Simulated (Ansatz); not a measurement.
# BClF2H2: the cost of one run

Method: RKS PBE0/def2-SVP, in Ansatz 0.2.0.

## 1. Starting point

Bond lengths: B1–Cl2 2.210 Å, B1–F3 1.320 Å, B1–F4 1.320 Å, Cl2–H6 1.516 Å. Angles: B1–Cl2–H6 56.2°, Cl2–B1–F3 120.0°, Cl2–B1–F4 120.0°, F3–B1–F4 120.0°.

As a file:

```xyz
6

B     0.0000    0.0000    0.0000
Cl    0.0000    0.0000    2.2100
F     1.1431    0.0000   -0.6600
F    -1.1431    0.0000   -0.6600
H     0.0623   -1.4126    0.4698
H     0.0555   -1.2580    1.3665
```

## 2. Pulling towards end A

Springs on the bonds that form and break draw the guess towards this end; the thresholds are loose.

input.yaml

```yaml
crystal:
  periodic: [false, false, false]
  atoms:
    - { symbol: B, position_ang: [0.0, 0.0, 0.0] }
    - { symbol: Cl, position_ang: [0.0, 0.0, 2.21] }
    - { symbol: F, position_ang: [1.1431, 0.0, -0.66] }
    - { symbol: F, position_ang: [-1.1431, 0.0, -0.66] }
    - { symbol: H, position_ang: [0.0623, -1.4126, 0.4698] }
    - { symbol: H, position_ang: [0.0555, -1.258, 1.3665] }
basis:
  gaussian: { orbitals: def2-SVP }
hamiltonian:
  xc: pbe0
relax:
  f_tol: 0.15
  max_steps: 25
  restrain:
    - { distance: [0, 4], at: 2.39, k: 30.0 }
    - { distance: [5, 1], at: 2.57, k: 30.0 }
    - { distance: [0, 1], at: 1.86, k: 30.0 }
    - { distance: [5, 4], at: 0.66, k: 30.0 }
```

Started as:

```bash
$ ansatz run input.yaml --threads 1 --pin off --max-ram 2048MiB --backend cpu --events-out ev --progress --plain --runs-dir out
```

Q: Estimate wall time and peak memory on 1 thread of Arm Neoverse V2, shared host.

About 15 s, with a peak of 0.13 GiB.
